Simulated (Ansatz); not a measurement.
# BeCd2: the cost of one run

Program: Ansatz 0.2.0. Level of theory: DFT PBE, scalar-relativistic, plane waves, PAW. These are calculated values, not measurements.

## Step 1: The starting structure

Symmetry: P4/mmm, No. 123, tetragonal system. Conventional cell: a = 5.085 Å, b = 5.085 Å, c = 14.000 Å, α = 90.00°, β = 90.00°, γ = 90.00°. Around Be (site symmetry 4/mmm) lie 4 Cd at 2.54 Å. Cd (site symmetry mmm) is surrounded by 2 Be at 2.54 Å.

As a file:

```
Be Cd
1.0
     5.08465    0.00000    0.00000
     0.00000    5.08465    0.00000
     0.00000    0.00000   14.00000
Be Cd
1 2
Direct
  0.00000 0.00000 0.50000
  0.00000 0.50000 0.50000
  0.50000 0.00000 0.50000
```

Recipe of the guess: random sheet by layer group and Wyckoff sites. The dimensions are guesses.

Only a and b are periodic; c spans vacuum, so the box's volume, pressure and space group aren't properties of the sheet.

## Step 2: A first look at the guess

The input, input.yaml:

```yaml
crystal:
  lattice:
    - [5.084651, 0.0, 0.0]
    - [0.0, 5.084651, 0.0]
    - [0.0, 0.0, 14.0]
  atoms:
    - { symbol: Be, position: [0.0, 0.0, 0.5] }
    - { symbol: Cd, position: [0.0, 0.5, 0.5] }
    - { symbol: Cd, position: [0.5, 0.0, 0.5] }
  periodic: [true, true, false]
basis:
  ecutwfc: 420
kpoints:
  mp_grid: { grid: [4, 4, 1] }
hamiltonian:
  xc: pbe
scf:
  occupations: { method: gaussian, width: 0.1 }
  lower_state_search: "off"
output:
  forces: true
  stress: true
  eigenvalues: true
```

Started as:

```
$ ansatz run input.yaml --threads 1 --pin off --max-ram 2048MiB --backend cpu --events-out ev --progress --plain --runs-dir out
```

Q: Estimate wall time and peak memory on 1 thread of Intel Xeon Platinum 8488C (Sapphire Rapids), shared host.

About 5.2 s, with a peak of 0.69 GiB.
